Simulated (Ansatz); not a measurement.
# Ru2Pt: from a guess to a relaxed structure, part 2 of 2

Where does this trial cell of Ru2Pt go when cell and atoms are let free?

Ansatz 0.2.0; DFT PBE, scalar-relativistic, plane waves, PAW. The steps go on from the part before.

## Step 4: Spin check on a coarse mesh

input.yaml reads:

```yaml
crystal:
  lattice:
    - [4.3435681348, 0.0, 0.0]
    - [-2.1717840674, 3.7616403478, 0.0]
    - [0.0, 0.0, 2.7069617217]
  atoms:
    - { symbol: Ru, position: [0.3333333333, 0.6666666667, 0.5], spin: 1.0 }
    - { symbol: Ru, position: [0.6666666667, 0.3333333333, 0.5], spin: 1.0 }
    - { symbol: Pt, position: [0.0, 0.0, 0.0] }
basis:
  ecutwfc: 420
kpoints:
  mp_grid: { grid: [6, 6, 6] }
hamiltonian:
  xc: pbe
scf:
  occupations: { method: gaussian, width: 0.1 }
  lower_state_search: "off"
output:
  forces: true
  stress: true
  eigenvalues: true
  populations: true
magnetization:
  spin_polarized: true
```

Run with:

```
$ ansatz run input.yaml --threads 1 --pin off --max-ram 2560MiB --backend cpu --events-out ev --progress --plain --runs-dir out
```

Log (excerpt; [...] marks lines left out):

```text
[...]
SCF converged after 22 iterations
Magnetization: 0.0000 μB (25.0000 up, 25.0000 down)
Absolute magnetization: 0.0000 μB (∫|ρ↑−ρ↓|, with the PAW one-centre terms)
Spin contamination: 0.0000 ħ² per cell (⟨S²⟩ above its minimum at these occupations)
Per-site moments (μB) at R_I (Å): [(1.3735695959079632e-6, 1.034451095645741), (1.3735695957539464e-6, 1.034451095645741), (3.6556208613138603e-7, 1.11662171020125)]
Free energy (F): -24279.563968 eV
[...]
E sigma→0 (E₀):  -24279.552661 eV
Entropy (-TS):   -0.022614 eV (-7.538 meV/atom)
Fermi energy:    22.387008 eV
[...]
--- Forces (eV/Å), atoms counted from 1 ---
  atom   1  Ru     0.00000000     0.00000000    -0.00000000
  atom   2  Ru    -0.00000000    -0.00000000     0.00000000
  atom   3  Pt     0.00000000    -0.00000000     0.00000000
[...]
--- Stress (GPa, compression-positive) ---
       -0.096169       0.000000       0.000000
        0.000000      -0.096169       0.000000
        0.000000       0.000000      -0.046954
  P = ⅓ Tr σ = -0.0798 GPa (-0.798 kbar)
--- Band table (eV; the first three rows and the last of 56) ---
[...]
--- Löwdin populations: 3 sites ---
  site symbol       q [e]    m [muB]
     0     Ru     15.9298     0.0000
     1     Ru     15.9298     0.0000
     2     Pt     17.8013     0.0000
  spilling = 0.006783 (of n_electrons = 50.000000)
```

Wall time 9.7 s (1 thread of Intel Xeon Platinum 8488C (Sapphire Rapids), shared host); peak memory 0.41 GiB.

Per atom:

```tsv
atom	Löwdin electrons
Ru1	15.93
Ru2	15.93
Pt3	17.80
```

The Löwdin counts miss 0.34 of the 50 electrons, which the atomic orbitals do not span, so they are no charges.

The same cell is solved with trial moments on Ru. The largest site moment that stays is 0.00 μB and the cell's total 0.00 μB. The workflow keeps spin only above 0.25 μB on a site, so the next run goes without spin.

## Step 5: Final relaxation

The end of the coarse run is made exact in the group found at a tolerance of 0.06 Å and reduced to its primitive cell.

input.yaml reads:

```yaml
crystal:
  lattice:
    - [4.3435681348, 0.0, 0.0]
    - [-2.1717840674, 3.7616403478, 0.0]
    - [0.0, 0.0, 2.7069617217]
  atoms:
    - { symbol: Ru, position: [0.3333333333, 0.6666666667, 0.5] }
    - { symbol: Ru, position: [0.6666666667, 0.3333333333, 0.5] }
    - { symbol: Pt, position: [0.0, 0.0, 0.0] }
basis:
  ecutwfc: 420
kpoints:
  mp_grid: { grid: [12, 12, 18] }
hamiltonian:
  xc: pbe
scf:
  occupations: { method: gaussian, width: 0.1 }
output:
  forces: true
  stress: true
  eigenvalues: true
relax:
  adjacent_minimum: "off"
  f_tol: 0.01
  max_steps: 80
  cell: { stress_tol: 0.05 }
```

Run with:

```
$ ansatz run input.yaml --threads 1 --pin off --max-ram 2560MiB --backend cpu --events-out ev --progress --plain --runs-dir out
```

Log (excerpt; [...] marks lines left out):

```text
Warning: RAYON_NUM_THREADS=1 ignored (pool sized by the plan → 1); use --threads N
[...]
[... 4 set-up lines as earlier in the session ...]
[...]
Crystal: 3 atoms, lattice volume = 44.229 Å³
Basis set: ecut = 420 eV, 903 PW (Γ), exchange–correlation on 60×60×40 points (8 copies of the dense FFT grid, shifted against one another)
Bands: 30, of which v1, the nominal top of the filled ones, is band 25 counted from 1 (24 counted from 0)
[... 2 set-up lines as earlier in the session ...]
k-points: 190 of 2592
[...]
SCF iter   1: F=—  HF=-24279.610334 eV  |F-HF|=—  |Δ(HF+E_count)|=         —  Δρ=1.15e-2  dr2=8.93e-2  ethr=1.77e-3  ⟨swp⟩=4.6  Hψ=18962  notcnv=0
[...]
  atom   3  Pt     0.00000000     0.00000000     0.00000000
[...]
--- Stress (GPa, compression-positive) ---
       -0.040847       0.000000       0.000000
       -0.000000      -0.040847       0.000000
        0.000000       0.000000      -0.012148
  P = ⅓ Tr σ = -0.0313 GPa (-0.313 kbar)
--- Band table (eV; the first three rows and the last of 190) ---
[...]
--- Relaxed structure (3 steps of the walk, 3 accepted, 1 SCFs on fresh bases) ---
  F+E_penalty+E_count = -24279.60871944 eV   max|allowed force component| = 5.089e-17 eV/Å   (the final SCF, on the basis selected at the relaxed cell)
  cell:  # Å, volume = 44.1679 Å³
    - [4.34907024754385, -1.6509047585351335e-33, -7.096426424748037e-34]
    - [-2.174535123771925, 3.766405317216051, -1.2317644453407435e-34]
    - [-4.9139719277648685e-34, -3.4397803494354077e-34, 2.6963918153593576]
  atoms:
    - { symbol: Ru, position: [0.3333333333333333, 0.6666666666666666, 0.5] }
    - { symbol: Ru, position: [0.6666666666666665, 0.3333333333333333, 0.5] }
    - { symbol: Pt, position: [-1.0218185241576827e-35, 6.044350563140045e-36, 7.658215394397673e-36] }
```

Run time: 52 s. Hardware: 1 thread of Intel Xeon Platinum 8488C (Sapphire Rapids), shared host; peak memory 0.55 GiB.

Step by step:

| step | E - E(step 1) (eV/cell) | largest force component (eV/Å) | pressure (GPa) | volume (Å³) |
| --- | --- | --- | --- | --- |
| 1 | 0.0000 | 0.0000 | -0.29 | 44.23 |
| 2 | -0.0005 | 0.0000 | 0.51 | 44.08 |
| 3 | -0.0006 | 0.0000 | -0.03 | 44.17 |
| 4 | -0.0006 | 0.0000 | -0.03 | 44.17 |

Step 1 is the start. Step 4 repeats the geometry before it on a plane-wave basis chosen anew for that cell, so its energy need not be comparable with the rows above.

|  | before | after | change |
| --- | --- | --- | --- |
| a (Å) | 4.344 | 4.349 | +0.1 % |
| b (Å) | 4.344 | 4.349 | +0.1 % |
| c (Å) | 2.707 | 2.696 | -0.4 % |
| volume (Å³/atom) | 14.74 | 14.72 | -0.1 % |
| shortest distance (Å) | 2.508 | 2.511 | +0.1 % |
| space group (0.01 Å) | P6/mmm | P6/mmm | same |

The run keeps the 24 symmetry operations of the start, so it could not have lowered the symmetry.

## Step 6: Changed: mp_grid.grid [18, 18, 27], ecutwfc left out

input.yaml reads:

```yaml
crystal:
  lattice:
    - [4.3490702475, 0.0, 0.0]
    - [-2.1745351238, 3.7664053172, 0.0]
    - [0.0, 0.0, 2.6963918154]
  atoms:
    - { symbol: Ru, position: [0.3333333333, 0.6666666667, 0.5] }
    - { symbol: Ru, position: [0.6666666667, 0.3333333333, 0.5] }
    - { symbol: Pt, position: [0.0, 0.0, 0.0] }
kpoints:
  mp_grid: { grid: [18, 18, 27] }
hamiltonian:
  xc: pbe
scf:
  occupations: { method: gaussian, width: 0.1 }
output:
  forces: true
  eigenvalues: true
  stress: true
```

Run with:

```
$ ansatz run input.yaml --threads 1 --pin off --max-ram 2560MiB --backend cpu --events-out ev --progress --plain --runs-dir out
```

Log (excerpt; [...] marks lines left out):

```text
Warning: RAYON_NUM_THREADS=1 ignored (pool sized by the plan → 1); use --threads N
[...]
[... 4 set-up lines as earlier in the session ...]
[...]
Crystal: 3 atoms, lattice volume = 44.168 Å³
Basis set: ecut = 420 eV, 903 PW (Γ), exchange–correlation on 60×60×40 points (8 copies of the dense FFT grid, shifted against one another)
Bands: 30, of which v1, the nominal top of the filled ones, is band 25 counted from 1 (24 counted from 0)
[... 2 set-up lines as earlier in the session ...]
k-points: 518 of 8748
[...]
SCF iter   1: F=—  HF=-24279.611252 eV  |F-HF|=—  |Δ(HF+E_count)|=         —  Δρ=1.17e-2  dr2=9.46e-2  ethr=1.77e-3  ⟨swp⟩=4.6  Hψ=51822  notcnv=0
[...]
SCF iter   7: F=-24279.608340 eV  HF=-24279.608340 eV  |F-HF|=1.19e-9  |Δ(HF+E_count)|=   1.77e-8  Δρ=4.05e-6  dr2=2.65e-9  ethr=2.00e-10  ⟨swp⟩=4.0  Hψ=50318  notcnv=0
[...]
SCF converged after 7 iterations
Free energy (F): -24279.608340 eV
[...]
E sigma→0 (E₀):  -24279.597452 eV
Entropy (-TS):   -0.021776 eV (-7.259 meV/atom)
Fermi energy:    22.441470 eV
[...]
--- Forces (eV/Å), atoms counted from 1 ---
  atom   1  Ru     0.00000000    -0.00000000    -0.00000000
  atom   2  Ru    -0.00000000     0.00000000     0.00000000
  atom   3  Pt     0.00000000     0.00000000     0.00000000
[...]
--- Stress (GPa, compression-positive) ---
       -0.067713      -0.000000       0.000000
       -0.000000      -0.067713       0.000000
        0.000000       0.000000      -0.003394
  P = ⅓ Tr σ = -0.0463 GPa (-0.463 kbar)
--- Band table (eV; the first three rows and the last of 518) ---
[...]
```

Run time: 31 s. Hardware: 1 thread of Intel Xeon Platinum 8488C (Sapphire Rapids), shared host; peak memory 0.78 GiB.

```tsv
run	ending	energy change	pressure (GPa)	gap (eV)	force (eV/Å)	cycles	time
step 5	converged	0	0.0	0.00	0.00	-	52 s
variant	converged	+0.1 meV/atom	0.0	0.00	0.00	7	31 s
```

Changing the k-point mesh hardly moves the energy: +0.1 meV/atom.

## Step 7: What came out

What follows sums up all 2 parts. Changes of volume or cell count from the first structure of part 1.

```
                              quantity                                                                       value
symmetry at the end (tolerance 0.05 Å)                                                space group P6/mmm (No. 191)
                     conventional cell  a = 4.349 Å, b = 4.349 Å, c = 2.696 Å, α = 90.00°, β = 90.00°, γ = 120.00°
                                volume                                                               14.72 Å³/atom
              energy over the elements                                                               +0.27 eV/atom
                       gap on the mesh                                                                none (metal)
```

What this shows: The space group P6/mmm (No. 191) is kept, and the volume per atom grows by 4.8 % from the first guess. With a positive formation energy it can't be a ground state. No finished test with a distortion of lower symmetry is shown, so the end may be a saddle point. The runs treat Pt without spin-orbit coupling. Other magnetic orders were not searched.
